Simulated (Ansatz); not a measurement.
**CH₃NO₄Ti: small, medium and large basis sets**

Aim: see how fast density functionals converge with the basis set for CH₃NO₄Ti.

Method: one geometry, several basis sets; program: Ansatz 0.2.0, Gaussian basis.

The runs, in order: PBE0-D4/def2-SVP; ωB97M-V/def2-SVP; PBE0-D4/def2-QZVPP; ωB97M-V/def2-QZVPP; the functionals' def2-TZVPP values are taken from earlier runs.

**1. The relaxed structure**

The geometry comes from an earlier relaxation with PBE0-D4 in a triple-zeta def2 set; it is a stationary point, not always the lowest conformer.

SMILES `O=C=[N][Ti]([OH])([OH])[OH]`, 10 atoms, charge 0, spin multiplicity 1.

Atoms are counted from 1 here; the program's logs count them from 0.

Bond lengths: O1–C2 1.167 Å, C2–N3 1.199 Å, N3–Ti4 1.906 Å, Ti4–O5 1.784 Å, Ti4–O6 1.783 Å, Ti4–O7 1.789 Å, O5–H8 0.957 Å, O6–H9 0.958 Å, O7–H10 0.959 Å. Angles: O1–C2–N3 179.4°, C2–N3–Ti4 173.0°, N3–Ti4–O5 108.3°, N3–Ti4–O6 108.7°, N3–Ti4–O7 110.7°, O5–Ti4–O6 111.2°, O5–Ti4–O7 109.4°, O6–Ti4–O7 108.6°, Ti4–O5–H8 135.6°, Ti4–O6–H9 134.6°, Ti4–O7–H10 130.0°.

**2. PBE0-D4 in def2-SVP**

File in.yaml:

```yaml
crystal:
  periodic: [false, false, false]
  atoms:
    - {symbol: O, position_ang: [1.771868, -2.759651, 1.814659]}
    - {symbol: C, position_ang: [1.213756, -1.877999, 1.292043]}
    - {symbol: N, position_ang: [0.632543, -0.971935, 0.764669]}
    - {symbol: Ti, position_ang: [-0.148736, 0.437002, -0.254449]}
    - {symbol: O, position_ang: [-1.265838, -0.285963, -1.443162]}
    - {symbol: O, position_ang: [-1.009740, 1.535050, 0.855976]}
    - {symbol: O, position_ang: [1.112318, 1.369157, -1.116465]}
    - {symbol: H, position_ang: [-2.209844, -0.257033, -1.600077]}
    - {symbol: H, position_ang: [-1.411401, 1.439288, 1.720182]}
    - {symbol: H, position_ang: [1.398076, 1.320882, -2.030377]}
basis:
  gaussian: {orbitals: def2-SVP}
hamiltonian: {xc: pbe0, dispersion: d4}
output: {orbitals: {seedname: orbitals}}
```

The run is started by

```
ansatz run in.yaml --threads 4 --pin off --events-out ev --progress --plain --max-ram 11315MiB
```

The runs that follow: ωB97M-V in def2-SVP; PBE0-D4 in def2-QZVPP; ωB97M-V in def2-QZVPP.

Q: Predict the results of all the runs planned. Wanted: PBE0-D4: double and triple zeta above quadruple; ωB97M-V: double and triple zeta above quadruple.

**Answer**, as computed:

| quantity | value |
| --- | --- |
| PBE0-D4: double and triple zeta above quadruple | 17.18, 1.02 eV |
| ωB97M-V: double and triple zeta above quadruple | 17.41, 0.95 eV |

PBE0-D4 gains 16.16 eV from double to triple zeta, then 1.02 eV more. Total energies overstate the basis error of differences, where much of it tends to cancel.
